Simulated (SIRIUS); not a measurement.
Runs of SIRIUS 7.10.0 on YGa3F. It takes space group Pm-3m (No. 221, cubic). The conventional cell has a = 4.599 Å, b = 4.599 Å, c = 4.599 Å, α = 90.00°, β = 90.00°, γ = 90.00°. Around Y (site symmetry m-3m) lie 12 Ga at 3.25 Å. Ga (site symmetry 4/mmm) is surrounded by 2 F at 2.30 Å. Around F (site symmetry m-3m) lie 6 Ga at 2.30 Å. The cell was built by a generator and needn't be a form met in nature.

```tsv
level	gap on the mesh (eV)	pressure (GPa)
PW91	none	0.2
AM05	none	-2.7
LDA	none	-5.1
revPBE	none	1.8
mPWLYP	none	(a)
BLYP	none	4.1
PBE	none	(b)
RPBE	none	2.3
PBEsol	none	-2.9
LDA-PZ	none	-5.1
XLYP	none	4.8
```

Alike in all rows: task single point; potentials or basis PseudoDojo 0.4.1 PBE standard (scalar relativistic); no spin polarisation; cell as given; k mesh 3 × 3 × 3; cutoff (eV) 1152; smearing fermi-dirac 0.05 eV; the mesh is coarse, so values aren't converged.

**Question.** Estimate the missing entries.

**Answer.** (a) 4.0; (b) 0.3.

Caveats: all runs use coarse meshes; an odd number of electrons without spin polarisation forces a metal; a magnetic or distorted state may lie lower; the potentials were made for another functional, which shifts forces and pressure (some runs).

A k mesh can miss the band edges, and the runs leave out spin-orbit coupling on Ga, Y.

A gap of «none» marks a metal or a gap under the smearing width.
